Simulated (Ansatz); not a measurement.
# AlClH4OSi: the cost of one run

Method: the settings change from run to run; program: Ansatz 0.2.0, Gaussian basis.

## 1. The geometry

An earlier PBE0-D4 in a triple-zeta def2 set relaxation fixed the geometry.

8 atoms, charge 0, spin multiplicity 1.

Atoms are counted from 1 here; the program's logs count them from 0.

Bond lengths: O1–Si2 1.655 Å, O1–H5 0.959 Å, Si2–Al3 2.456 Å, Si2–H6 1.490 Å, Si2–H7 1.493 Å, Al3–Cl4 2.117 Å, Al3–H8 1.581 Å. Angles: Si2–O1–H5 116.4°, O1–Si2–Al3 108.3°, O1–Si2–H6 108.5°, O1–Si2–H7 110.2°, Al3–Si2–H6 112.4°, Al3–Si2–H7 111.2°, H6–Si2–H7 106.3°, Si2–Al3–Cl4 110.3°, Si2–Al3–H8 132.9°, Cl4–Al3–H8 116.8°.

As a file:

```xyz
8

O    -1.5651    0.1772    1.0154
Si   -0.7417    0.6318   -0.3469
Al    1.3923   -0.5826   -0.4006
Cl    1.6429   -1.7095    1.3744
H    -1.0804   -0.3559    1.6483
H    -1.5919    0.3368   -1.5342
H    -0.5219    2.1081   -0.3467
H     2.5579   -0.6629   -1.4654
```

## 2. MP2/aug-pcseg-2

This run has atoms shaken by 0.08 Å, the search for lower states set to full.

in.yaml

```yaml
crystal:
  periodic: [false, false, false]
  atoms:
    - {symbol: O, position_ang: [-1.623732, 0.221593, 0.972128]}
    - {symbol: Si, position_ang: [-0.694670, 0.493743, -0.144565]}
    - {symbol: Al, position_ang: [1.501991, -0.665167, -0.426056]}
    - {symbol: Cl, position_ang: [1.716071, -1.624311, 1.412081]}
    - {symbol: H, position_ang: [-1.055391, -0.467618, 1.519632]}
    - {symbol: H, position_ang: [-1.622074, 0.395037, -1.475610]}
    - {symbol: H, position_ang: [-0.525593, 2.188361, -0.401846]}
    - {symbol: H, position_ang: [2.525618, -0.756426, -1.220809]}
basis:
  gaussian: {orbitals: aug-pcseg-2}
hamiltonian: {xc: {name: HF}}
correlation: {method: mp2}
scf: {lower_state_search: full}
output: {forces: true}
```

Run with:

```sh
$ ansatz run in.yaml --threads 2 --pin off --events-out ev --progress --plain --max-ram 4352MiB
```

Q: Estimate wall time and peak memory on 2 threads of Arm Neoverse V1, shared host.

About 26 s, with a peak of 1 GiB.
